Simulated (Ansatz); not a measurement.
# Cl₂GeH₃N, SMILES [NH2][GeH]([Cl])[Cl]: a polarisability from point charges

Program: Ansatz 0.2.0, Python API.

The cells in order, each with its output:

In [1]:
```python
import ansatz as az
import numpy as np
```

In [2]:
```python
BASIS = "def2-SVPD"
FUNCTIONAL = "PBE"
```

In [3]:
```python
GEOMETRY = """
N    -0.77530    0.90090    0.14580
Ge    0.29580   -0.53250   -0.05810
Cl    0.16980   -1.74470    1.71730
Cl   -0.26040   -1.69130   -1.76730
H    -0.44720    1.49920    0.91400
H    -0.70390    1.54320   -0.72640
H     1.78250   -0.04280   -0.27090
"""
```

In [4]:
```python
molecule = az.Crystal.molecule()
for line in GEOMETRY.strip().splitlines():
    symbol, *xyz = line.split()
    molecule = molecule.atom(symbol, [float(v) for v in xyz])
```

In [5]:
```python
job = molecule.calculation()
job = job.basis(gaussian=BASIS)
job = job.functional(FUNCTIONAL)
job = job.forces()
# charges +q and -q at -R and +R make a nearly even field 2 k q / R^2 at the centre
centre = np.mean([site.position_ang for site in molecule.cartesian_sites], axis=0)
field = 2 * 14.399645 * 4.0 / 25.0 ** 2
```

In [6]:
```python
def dipole(axis, sign):
    arm = 25.0 * np.eye(3)[axis]
    pair = [{"charge": sign * 4.0, "position_ang": (centre - arm).tolist()}, {"charge": -sign * 4.0, "position_ang": (centre + arm).tolist()}]
    deck = job.input().set(az.key.basis.gaussian.point_charges, pair)
    return np.array(az.Session.from_dict(deck).plan().execute().report["charge_distribution"]["dipole_moment_e_ang"])
```

In [7]:
```python
print(f"field {field:.4f} V/A")
alpha = np.array([(dipole(axis, 1) - dipole(axis, -1)) / (2 * field) * 14.399645 for axis in range(3)])
print("polarisability tensor (A^3)")
print(np.array2string(alpha, precision=3, suppress_small=True))
print(f"mean {np.trace(alpha) / 3:.3f} A^3 = {np.trace(alpha) / 3 / 0.14818471:.2f} bohr^3")
```
```text
field 0.1843 V/A
polarisability tensor (A^3)
[[ 8.952 -0.036  0.271]
 [-0.044 10.575 -0.079]
 [ 0.284 -0.076 11.588]]
mean 10.372 A^3 = 69.99 bohr^3
```

The geometry is a force-field or estimated start, not a minimum of this method, and the basis set is short of its limit. The field of two point charges is only nearly even. Hardware and time: 17 s on 1 thread of Intel(R) Xeon(R) 6975P-C (Granite Rapids) (shared host), peak memory 0.26 GiB.

(Lines on the test bed's own set-up are left out of the output.)
